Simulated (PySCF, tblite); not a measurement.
# C3H9GeOSi radical: geometry, infrared bands and EPR parameters

Wanted: the infrared bands and EPR parameters of C3H9GeOSi radical (`[H]/[C]=[CH]\[GeH2][O][SiH2]C`), by calculation.

Computed with tblite 0.8.0 and PySCF 2.14.0, with density-fitted response routines of our own, on a single molecule in the gas phase. Atoms count from 0, in the outputs and in this text.

### Step 1. The molecule as given

15 atoms, charge 0, multiplicity 2; geometry from: force field or distance geometry start.

Bonds of the start (Å): C0–C1 1.33, C1–Ge2 1.92, Ge2–O3 1.81, O3–Si4 1.73, Si4–C5 1.87, C0–H6 1.09, C1–H7 1.08, Ge2–H8 1.55, Ge2–H9 1.55, Si4–H10 1.46, Si4–H11 1.48, C5–H12 1.10, C5–H13 1.10, C5–H14 1.12.

### Step 2. Optimising the geometry with GFN2-xTB

What the job is given:

```
{"job": {"kind": "relax", "xc": "GFN2-xTB", "basis": "xTB"}, "charge": 0, "multiplicity": 2}
C      3.476500     1.007300    -0.385100
C      2.941600    -0.123100    -0.847200
Ge     1.307200    -0.812500    -0.116400
O     -0.002900     0.401100    -0.397900
Si    -1.413400    -0.297200     0.318300
C     -2.849600     0.878400     0.082600
H      2.978500     1.583200     0.395200
H      3.462300    -0.672900    -1.616400
H      1.485900    -1.066500     1.400400
H      0.943600    -2.139900    -0.832300
H     -1.207500    -0.520800     1.748700
H     -1.738500    -1.572800    -0.349200
H     -3.017900     1.054000    -0.987300
H     -3.753300     0.437900     0.533200
H     -2.616900     1.851600     0.585400
```

Launch:

```console
$ OMP_NUM_THREADS=1 python probes_run.py task.json out
```

One launch serves the whole session: the jobs run in the order shown.

**Question.** This job is followed by: GFN2-xTB harmonic vibrations, gas phase; UKS B3LYP, def2-TZVP-core on Ge, pcH-1 on C H O Si, non-relativistic, mean-field spin-orbit, GIAO. Predict these results of the whole session: strongest single infrared mode (GFN2-xTB); zero-point energy (GFN2-xTB); g(iso) (B3LYP); ⟨S²⟩; largest a(iso) (averaged by class); surface potential, 1st and 99th percentile.

As calculated:

| quantity | value |
| --- | --- |
| strongest single infrared mode (GFN2-xTB) | 1842 cm⁻¹, 539 km/mol |
| zero-point energy (GFN2-xTB) | 60.6 kcal/mol |
| g(iso) (B3LYP) | 2.00245 |
| ⟨S²⟩ | 0.759 (exact 0.75) |
| largest a(iso) (averaged by class) | 13C on C0, 274.3 MHz |
| surface potential, 1st and 99th percentile | -0.85 V and 1.34 V |

What this shows: Relaxing lowered the energy by 0.758 eV in 120 steps; the close pair that moved most is Ge2–Si4, from 2.803 to 3.265 Å. The lowest mode is slightly imaginary (19i cm⁻¹), a soft motion within the noise of the Hessian, so the minimum is not strictly shown. The strongest single mode, at 1842 cm⁻¹, moves mainly H8. GFN2-xTB is a fitted tight-binding method: band positions and strengths are rough. Its intensities can rank the bands wrongly. C0 carries the largest spin population, 0.93 e. The isotropic g lies 0.1 ppt above the free-electron value. The hyperfine terms hold no scalar relativity, which the heavier nuclei need.
